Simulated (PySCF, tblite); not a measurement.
# C5H13GeN: geometry, infrared bands and NMR shifts

Aim: predict the infrared bands and NMR shifts of C5H13GeN (`C=[C](C)[GeH2][N](C)C`).

Programs: tblite 0.8.0 and PySCF 2.14.0, with density-fitted response routines of our own. Each step states its level of theory. These are calculated values for one molecule in the gas phase, unless marked as measured. Atoms are numbered from 0 throughout.

## (1) Starting geometry

20 atoms, charge 0, multiplicity 1; geometry from: force field or distance geometry start.

Bonds of the start (Å): C0–C1 1.33, C1–C2 1.46, C1–Ge3 1.91, Ge3–N4 1.83, N4–C5 1.44, N4–C6 1.47, C0–H7 1.09, C0–H8 1.09, C2–H9 1.12, C2–H10 1.09, C2–H11 1.12, Ge3–H12 1.56, Ge3–H13 1.58, C5–H14 1.11, C5–H15 1.12, C5–H16 1.13, C6–H17 1.11, C6–H18 1.12, C6–H19 1.10.

## (2) Optimising the geometry with GFN2-xTB

What the job is given:

```
{"job": {"kind": "relax", "xc": "GFN2-xTB", "basis": "xTB"}, "charge": 0, "multiplicity": 1}
C     -2.762800     0.999300     0.290500
C     -1.752500     0.282400    -0.206700
C     -2.074900    -0.919700    -0.973200
Ge     0.014500     0.895500     0.172800
N      1.361100     0.023300    -0.708900
C      1.527700    -1.356100    -0.320900
C      2.654600     0.702300    -0.529900
H     -2.610800     1.904100     0.882800
H     -3.790000     0.680200     0.096200
H     -2.744400    -0.648700    -1.829200
H     -1.216400    -1.477000    -1.360300
H     -2.660300    -1.625000    -0.337700
H      0.045800     2.415000    -0.181900
H      0.352700     0.772300     1.706700
H      1.034000    -1.556100     0.650800
H      1.085400    -2.084000    -1.041600
H      2.619900    -1.643100    -0.295900
H      2.585200     1.792400    -0.745800
H      2.856100     0.641900     0.572500
H      3.469800     0.211700    -1.072700
```

Launch:

```
OMP_NUM_THREADS=1 python probes_run.py task.json out
```

One launch serves the whole session: the jobs run in the order shown.

**Question.** This job is followed by: GFN2-xTB harmonic vibrations, gas phase; GIAO PBE0/pcSseg-1 NMR shielding, non-relativistic, gas phase. Predict these results of the whole session: strongest single infrared mode (GFN2-xTB); zero-point energy (GFN2-xTB); 13C shifts against TMS (PBE0/pcSseg-1, means over atoms taken as alike); 1H shifts against TMS (PBE0/pcSseg-1, means over atoms taken as alike); 73Ge shifts against GeMe4 (PBE0/pcSseg-1); 15N shifts against NH3 (PBE0/pcSseg-1).

**Answer**, as computed:

```
                                                               quantity                             value
                              strongest single infrared mode (GFN2-xTB)             1947 cm⁻¹, 457 km/mol
                                           zero-point energy (GFN2-xTB)                    102.0 kcal/mol
13C shifts against TMS (PBE0/pcSseg-1, means over atoms taken as alike)      154.9, 134.2, 43.5, 26.9 ppm
 1H shifts against TMS (PBE0/pcSseg-1, means over atoms taken as alike)  6.17, 5.70, 4.74, 2.60, 2.17 ppm
                              73Ge shifts against GeMe4 (PBE0/pcSseg-1)                           -45 ppm
                                 15N shifts against NH3 (PBE0/pcSseg-1)                          21.0 ppm
```

**Reading.** The optimisation took 204 steps and gained 0.745 eV; among the close pairs (by a distance rule), C1–Ge3 changed most, from 1.908 to 1.965 Å. No mode is imaginary among the 54: a minimum at this level. The strongest single mode, at 1947 cm⁻¹, moves mainly H12. Unscaled tight-binding wavenumbers are off by several per cent, some by more. Its intensities can rank the bands wrongly. C1 (fully substituted alkene carbon) lies farthest downfield among carbon, at 154.9 ppm; an sp2 carbon of a C=C bond. Spin-orbit coupling is left out, which matters for shieldings and couplings at and beside the heavy atoms.
